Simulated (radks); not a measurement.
**Ionisation of Nb⁺: one atom, several choices of exchange strength α**

The task here is to estimate one member of a computed series from the others.

Program: radks (a radial shooting solver on a logarithmic mesh, Libxc functionals) version 1. Level of theory: scalar-relativistic Kohn-Sham, spin-polarised, spherical densities, finite nucleus; open shells are filled with parallel spins first. These are calculated values, not measurements, unless marked.

### What is computed

| Item | Value |
| --- | --- |
| element | niobium (Z = 41) |
| charge | +1 |
| electrons | 40 |
| configuration | [Kr] 4d4 |
| ion | Nb²⁺, [Kr] 4d3 |
| choices | α = 0.571; α = 0.643; α = 0.667; α = 0.806; α = 0.819; α = 0.845; α = 0.848; α = 1.003 |

Outer shells as boxes (Hund's rule):

Nb⁺
```
[Kr] core
4d [↑ ][↑ ][↑ ][↑ ][  ]
```

Nb²⁺
```
[Kr] core
4d [↑ ][↑ ][↑ ][  ][  ]
```

Set-up of the first run:

Settings of this run:

```text
Z 41
configuration [Kr] 4d4
relativity scalar-relativistic
functional xalpha 0.571
spin polarised
nucleus finite rms 4.324 fm
c 137.035999084
```

Among the steps run: α = 0.571: Nb⁺.

One table of the session follows, with a row left open; its other results are not shown here.

It belongs to the step «α = 0.571: Nb⁺». Radial moments (bohr):

| level | <r> | outermost maximum (interpolated) | 90 % within | nodes |
| --- | --- | --- | --- | --- |
| 3d up | 0.4364 | 0.335 | 0.701 | 0 |
| 3d down | 0.4362 | 0.335 | 0.701 | 0 |
| 4s up | ? | ? | ? | ? |
| 4s down | 1.160 | 1.03 | 1.70 | 3 |
| 4p up | 1.321 | 1.13 | 1.97 | 2 |
| 4p down | 1.306 | 1.12 | 1.95 | 2 |
| 4d up | 2.167 | 1.55 | 3.55 | 1 |
| 4d down | 2.187 | 1.51 | 3.66 | 1 |

Estimate the missing values for 4s up.

As computed: <r>: 1.169; outermost maximum (interpolated): 1.04; 90 % within: 1.71; nodes: 3. In the column «<r>» it lies between 4s down (1.160) and 4p down (1.306).

Limits of these values: Open shells are spherical and high-spin; term and fine-structure splittings are not resolved.
